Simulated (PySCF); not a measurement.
**BiCl3(H2O): other functionals and bases at one geometry**

Aim: see how levels, charges and forces of BiCl3(H2O) depend on the level of theory. The structure is generated, not taken from experiment.

Computed with PySCF 2.14.0. Level: several levels, as the steps say, no spin–orbit coupling.

1 further run of the same task is left out (for a known fault of the program).

## Step 1: The starting structure

7 atoms, charge 0, spin multiplicity 1.

Bond lengths: Bi1–Cl2 2.488 Å, Bi1–Cl3 2.481 Å, Bi1–Cl4 2.488 Å, O5–H6 0.969 Å, O5–H7 0.969 Å. Angles: Cl2–Bi1–Cl3 97.3°, Cl2–Bi1–Cl4 98.4°, Cl3–Bi1–Cl4 97.3°, H6–O5–H7 104.0°.

As a file:

```
Bi   -0.9921   -0.2665    0.2665
Cl    0.3447    1.7193    0.9451
Cl   -0.0032   -1.8753    1.8753
Cl    0.3447   -0.9451   -1.7193
O    -1.5216    1.6038   -1.6038
H    -0.9718    2.3076   -1.2274
H    -0.9718    1.2274   -2.3076
```

Formal oxidation states: Bi +3. An earlier session relaxed this geometry at PBE0, Bi def2-SVP with ECP60, Cl def2-SVP, O def2-SVP, H def2-SVP (singlet, point group Cs).

At PBE0 on the finer grid: E = -1670.770444 Eh, HOMO -8.37 eV, LUMO -2.20 eV, Mulliken charge on Bi1 +0.97 e, largest force component 0.012 eV/Å. 

Levels to run: wB97X; HF; PBE0, TZVP. Hardware: 2 threads of Arm Neoverse V1, shared host.

## Step 2: wB97X

File run.py (the lines that set the calculation):

```python
mol = gto.M(atom='''
Bi    -0.99206    -0.26646     0.26646
Cl     0.34465     1.71932     0.94509
Cl    -0.00318    -1.87529     1.87529
Cl     0.34465    -0.94509    -1.71932
O     -1.52156     1.60375    -1.60375
H     -0.97181     2.30764    -1.22736
H     -0.97181     1.22736    -2.30764''',
    basis={'Bi': 'def2-SVP', 'Cl': 'def2-SVP', 'O': 'def2-SVP', 'H': 'def2-SVP'},
    ecp={'Bi': 'def2-SVP'},
    charge=0, spin=0)
mf = dft.RKS(mol, xc='WB97X')
mf.grids.atom_grid = (75, 302)
mf = mf.density_fit()  # fitting sets: Bi def2-universal-JKFIT, Cl def2-universal-JKFIT, O def2-universal-JKFIT, H def2-universal-JKFIT
mf.conv_tol = 1e-08; mf.max_cycle = 55
mf.kernel(dm0)  # dm0: the density of the relaxed state
```

On the command line:

```
OMP_NUM_THREADS=2 python run.py
```

## Step 3: HF

Changes to run.py (the lines that set the calculation) since step 2:

```diff
@@ -11,4 +11,3 @@
     charge=0, spin=0)
-mf = dft.RKS(mol, xc='WB97X')
-mf.grids.atom_grid = (75, 302)
+mf = scf.RHF(mol)
 mf = mf.density_fit()  # fitting sets: Bi def2-universal-JKFIT, Cl def2-universal-JKFIT, O def2-universal-JKFIT, H def2-universal-JKFIT
```

## Step 4: PBE0, TZVP

Basis: Bi def2-TZVP with ECP60, Cl def2-TZVP, O def2-TZVP, H def2-TZVP. 

File run.py (the lines that set the calculation):

```python
mol = gto.M(atom='''
Bi    -0.99206    -0.26646     0.26646
Cl     0.34465     1.71932     0.94509
Cl    -0.00318    -1.87529     1.87529
Cl     0.34465    -0.94509    -1.71932
O     -1.52156     1.60375    -1.60375
H     -0.97181     2.30764    -1.22736
H     -0.97181     1.22736    -2.30764''',
    basis={'Bi': 'def2-TZVP', 'Cl': 'def2-TZVP', 'O': 'def2-TZVP', 'H': 'def2-TZVP'},
    ecp={'Bi': 'def2-TZVP'},
    charge=0, spin=0)
mf = dft.RKS(mol, xc='PBE0')
mf.grids.atom_grid = (75, 302)
mf = mf.density_fit()  # fitting sets: Bi def2-universal-JKFIT, Cl def2-universal-JKFIT, O def2-universal-JKFIT, H def2-universal-JKFIT
mf.conv_tol = 1e-08; mf.max_cycle = 55
mf.kernel(dm0)  # dm0: free metal ions and neutral atoms
```

What does the calculation give? Wanted: for each run, HOMO; gap; charge on Bi1; dipole; largest force.

As calculated:

| level | state | HOMO (eV) | gap (eV) | charge on Bi1 (e) | dipole (D) | largest force (eV/Å) | basis functions | time |
| --- | --- | --- | --- | --- | --- | --- | --- | --- |
| PBE0 (relaxed here) | singlet | -8.37 | 6.16 | 0.97 | 4.08 | 0.01 | 104 | 15 s |
| wB97X | singlet | -10.53 | 10.23 | 1.03 | 4.33 | 0.09 | 104 | 7.1 s |
| HF | singlet | -11.02 | 11.92 | 1.27 | 4.53 | 1.36 | 104 | 2.6 s |
| PBE0, TZVP | singlet | -8.62 | 6.22 | 1.06 | 3.96 | 0.52 | 204 | 16 s |

Times are on 2 threads of Arm Neoverse V1, shared host; the first row also made further properties.

In one basis the HOMO–LUMO gap runs from 6.16 eV (PBE0) to 11.92 eV (HF). The largest leftover force, 1.36 eV/Å with HF, stands at a geometry relaxed at another level. The Mulliken charge on Bi spans +0.97 to +1.27 e over the levels. Total energies of different levels can't be compared. Spin–orbit coupling is left out throughout.
